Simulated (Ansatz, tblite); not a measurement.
# The cluster Li₅Al₃: rung by rung

How do method and basis change the picture of the cluster Li₅Al₃ (singlet)?

Computed with Ansatz 0.2.0, Gaussian basis. Level: as each input shows.

Levels to be run: GFN1-xTB, GFN2-xTB, PBE-D4/def2-TZVP, r2SCAN-D4/def2-TZVP, BLYP-D4/def2-TZVP, B97M-V/def2-TZVP, HSE06-D4/def2-TZVP, revPBE-D4/def2-TZVP, B3LYP-D4/def2-TZVP, r2SCAN0-D4/def2-TZVP, r2SCANh-D4/def2-TZVP, PBE-D4/def2-SVP, PBE0-D4/def2-SVP, HF/6-31G, B3LYP-D4/6-31G, PBE0-D4/def2-TZVPD, PBE-D4/def2-TZVPD, r2SCAN-D4/def2-TZVPD, CCSD(T)/def2-TZVPP, MP2/def2-TZVP, RPA/def2-TZVP.

## 1. The relaxed structure

The singlet was relaxed beforehand with r2SCAN-D4/def2-SVP. At that level it is the lowest of the isomers that a small search found.

8 atoms, charge 0, spin multiplicity 1.

Bond lengths: Al1–Al2 2.557 Å, Al1–Al3 2.641 Å, Al1–Li4 2.727 Å, Al1–Li5 2.737 Å, Al1–Li6 2.550 Å, Al1–Li7 2.672 Å, Al2–Li7 2.709 Å, Al2–Li8 2.693 Å, Al3–Li4 2.687 Å, Al3–Li5 2.688 Å, Al3–Li8 2.648 Å, Li4–Li5 2.948 Å. Angles: Al2–Al1–Al3 61.5°, Al2–Al1–Li4 108.3°, Al2–Al1–Li5 113.3°, Al2–Al1–Li6 158.3°, Al2–Al1–Li7 62.3°, Al3–Al1–Li4 60.0°, Al3–Al1–Li5 59.9°, Al3–Al1–Li6 140.0°, Al3–Al1–Li7 123.9°, Li4–Al1–Li5 65.3°, Li4–Al1–Li6 87.2°, Li4–Al1–Li7 142.7°, Li5–Al1–Li6 86.7°, Li5–Al1–Li7 151.8°, Li6–Al1–Li7 96.0°, Al1–Al2–Li7 60.9°, Al1–Al2–Li8 120.1° and more.

PBE0-D4/def2-TZVP was run before; its log isn't repeated, and its numbers join the tables.

## 2. GFN1-xTB

Tight binding, by tblite at 300 K electronic temperature and without a spin-polarisation term:

```python
tblite.interface.Calculator('GFN1-xTB', numbers, positions, charge=0, uhf=0).singlepoint()
```

Energy -152.0798 eV, HOMO -9.00 eV, LUMO -8.38 eV; 0.006 s.

## 3. GFN2-xTB

Tight binding, by tblite at 300 K electronic temperature and without a spin-polarisation term:

```python
tblite.interface.Calculator('GFN2-xTB', numbers, positions, charge=0, uhf=0).singlepoint()
```

Energy -115.2628 eV, HOMO -5.68 eV, LUMO -5.01 eV; 0.015 s.

## 4. PBE-D4/def2-TZVP

start.molden holds the orbitals of an earlier run on this state, given as this run's starting guess.

The input, in.yaml:

```yaml
crystal:
  periodic: [false, false, false]
  atoms:
    - {symbol: Al, position_ang: [0.098264, -0.886378, -0.141338]}
    - {symbol: Al, position_ang: [-0.406148, 0.391699, 2.015299]}
    - {symbol: Al, position_ang: [-0.274647, 1.724042, -0.283652]}
    - {symbol: Li, position_ang: [1.752212, 0.643702, -1.677922]}
    - {symbol: Li, position_ang: [-1.085375, 0.211228, -2.352176]}
    - {symbol: Li, position_ang: [0.731594, -2.852710, -1.636764]}
    - {symbol: Li, position_ang: [-0.000048, -2.283705, 2.134578]}
    - {symbol: Li, position_ang: [-0.815852, 3.052132, 1.941965]}
basis:
  gaussian: {orbitals: def2-TZVP, initial_orbitals: start.molden}
hamiltonian: {xc: pbe, dispersion: d4}
scf: {omitted_lower_state_checks: [starts]}
output: {orbitals: {seedname: orbitals}}
```

Run with:

```bash
$ ansatz run in.yaml --threads 4 --pin off --events-out ev --progress --plain --max-ram 3916MiB
```

The runs that follow: r2SCAN-D4/def2-TZVP; BLYP-D4/def2-TZVP; B97M-V/def2-TZVP; HSE06-D4/def2-TZVP; revPBE-D4/def2-TZVP; B3LYP-D4/def2-TZVP; r2SCAN0-D4/def2-TZVP; r2SCANh-D4/def2-TZVP; PBE-D4/def2-SVP; PBE0-D4/def2-SVP; HF/6-31G; B3LYP-D4/6-31G; PBE0-D4/def2-TZVPD; PBE-D4/def2-TZVPD; r2SCAN-D4/def2-TZVPD; CCSD(T)/def2-TZVPP; MP2/def2-TZVP; RPA/def2-TZVP.

Q: Predict the results of all the runs planned. Wanted: gap in def2-TZVP, named functionals, smallest and largest; correlation energy, CCSD(T)/def2-TZVPP; correlation energy, MP2/def2-TZVP; binding an atom, functionals in def2-TZVP; PBE0 total energy, smallest basis above largest.

**Answer**, as computed:

| quantity | value |
| --- | --- |
| gap in def2-TZVP, named functionals, smallest and largest | 0.96 eV (BLYP-D4), 2.18 eV (r2SCAN0-D4) |
| correlation energy, CCSD(T)/def2-TZVPP | -15.24 eV |
| correlation energy, MP2/def2-TZVP | -13.21 eV |
| binding an atom, functionals in def2-TZVP | 1.37 (BLYP-D4) to 1.59 eV (B97M-V) |
| PBE0 total energy, smallest basis above largest | 7.67 eV (def2-SVP, def2-TZVPD) |

**Reading.** Over the named functionals in def2-TZVP the gap runs from 0.96 eV (BLYP-D4) to 2.18 eV (r2SCAN0-D4); exact exchange widens it. Notes on CCSD(T)/def2-TZVPP: large T1 diagnostic.
